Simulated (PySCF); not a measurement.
**RbF: bond curves at several levels of theory**

The task here is to estimate one member of a computed series from the others.

Computed with PySCF 2.14.0. Level: Rb def2-SVP with ECP28, F def2-SVP, scalar-relativistic core potentials.

The first run:

The job is set up so:

- atoms: Rb, F
- charge: 0
- basis: Rb def2-SVP with ECP28, F def2-SVP
- Hamiltonian: scalar-relativistic core potentials
- basis functions: 38
- electrons treated: 18
- masses in u: 84.9118, 18.9984
- levels: PBE0, PBE, r²SCAN, PBEsol, B2PLYP, r²SCAN0, LC-ωPBE, HF, MP2, SCS-MP2, CCSD, CCSD(T)
- grid: 80 radial by 434 angular points
- occupations: held fixed by the projection of orbital angular momentum
- dissociation limit: Rb + F, each in its ground configuration
- starting distance in angstrom: 2.675
- values of 2S to try: 0, 2

Started as:

```bash
OMP_NUM_THREADS=1 python dia.py task.json out
```

Steps of the session up to this table: Input; First curve: PBE0; Other states along the same grid; PBE; r²SCAN; PBEsol (GGA); B2PLYP (double hybrid); r²SCAN0 (hybrid meta-GGA); LC-ωPBE (range-separated hybrid); RHF; Correlated methods on the Hartree–Fock reference.

One table of the session follows, with a row left open; its other results are not shown here.

Differences from CCSD(T) in the same basis:

```
      level  Re (mÅ)  ωe (%)
        RHF       +6    -1.2
    RHF-MP2       -1     0.0
RHF-SCS-MP2       +2    -0.3
   RHF-CCSD        0    +0.1
        PBE       -4    -4.6
     PBEsol      -29    -0.7
     r²SCAN      -10    -2.2
       PBE0      -23     0.0
    r²SCAN0      -22    +0.8
    LC-ωPBE      -21    +1.5
     B2PLYP        ?       ?
```

Estimate the missing values for B2PLYP.

The run gave: Re (mÅ): -8; ωe (%): -0.9. In the column «Re (mÅ)» it lies between r²SCAN (-10) and PBE (-4).
